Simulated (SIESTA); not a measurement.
# Ba2Tl5V3O12 in SIESTA: the effect of Hubbard term

Crystal: Ba2Tl5V3O12.

```
CELL_PARAMETERS angstrom
4.23698 2.44622 6.12840
-4.23698 2.44622 6.12840
0.00000 -4.89244 6.12840
ATOMIC_POSITIONS crystal
Ba 0.50000 0.50000 0.50000
Ba 0.00000 0.00000 0.00000
V 0.50000 0.50000 0.00000
V 0.00000 0.50000 0.50000
V 0.50000 0.00000 0.50000
Tl 0.00000 0.00000 0.50000
Tl 0.50000 0.00000 0.00000
Tl 0.00000 0.50000 0.00000
Tl 0.74045 0.74045 0.74045
Tl 0.25955 0.25955 0.25955
O 0.71652 0.08089 0.41242
O 0.41242 0.71652 0.08089
O 0.08089 0.41242 0.71652
O 0.58757 0.91911 0.28348
O 0.91911 0.28348 0.58757
O 0.28348 0.58757 0.91911
O 0.28348 0.91911 0.58757
O 0.58757 0.28348 0.91911
O 0.91911 0.58757 0.28348
O 0.41242 0.08089 0.71652
O 0.08089 0.71652 0.41242
O 0.71652 0.41242 0.08089
```

The cell was built by a generator and needn't be a form met in nature.

Alike in all runs:

```yaml
Program: SIESTA 5.4.2
Task: density of states
Functional: PBE
Potentials_or_basis: PseudoDojo 0.4 standard (PBE files)
Basis: DZP (energy shift 0.003 Ry; two zetas on semicore shells; d shell added on Ba)
Grid_cutoff: 800 Ry
Energy_shift: 0.003 Ry
k_mesh: 4 × 4 × 4
Occupations: fermi-dirac, width 0.05 eV
Spin: collinear spin, ferromagnetic start
Starting_moments: "[0.0, 0.0, 2.0, 2.0, 2.0, 0.0, 0.0, 0.0, 0.0, 0.0, 0.0, 0.0, 0.0, 0.0, 0.0, 0.0, 0.0, 0.0, 0.0, 0.0, 0.0, 0.0] μB"
Hubbard_projector_method: 1
U_from_the_first_cycle: yes
broadening_eV: 0.05 eV
window_from_eV: -15 eV
window_to_eV: 5 eV
```

| Hubbard term | pressure (GPa) | moment (μB) | largest force (eV/Å) |
| --- | --- | --- | --- |
| none | 1.4 | 1.09 | 0.23 |
| V d U = 2 eV | 2.1 | 1.21 | 0.41 |
| V d U = 4 eV | 3.1 | 1.39 | 0.71 |
| V d U = 6 eV | ? | ? | ? |

Problem. What does the run with Hubbard term V d U = 6 eV give?

Solution. Pressure 4.4 GPa; moment 1.56 μB; largest force 1.07 eV/Å.

Worked out: A straight line through the other rows of the pressure, of slope 0.425 GPa per eV, extrapolates to 3.9 GPa, against the run's 4.4. A straight line through the other rows of the moment, of slope 0.075 μB per eV, extrapolates to 1.53 μB, against the run's 1.56. A straight line through the other rows of the largest force, of slope 0.12 eV/Å per eV, extrapolates to 0.93 eV/Å, against the run's 1.07.

Caveats: this set's barium file shifts pressures by up to 1 GPa against other sets; the basis of atomic orbitals isn't converged, which shifts pressures, moduli and gaps; semilocal functionals often make such compounds metallic where correlation or magnetic order opens a gap, which also shifts bond lengths (some runs); forces of over 1 eV/Å show positions far from the minimum, so gaps and moduli don't describe the material at rest (some runs).
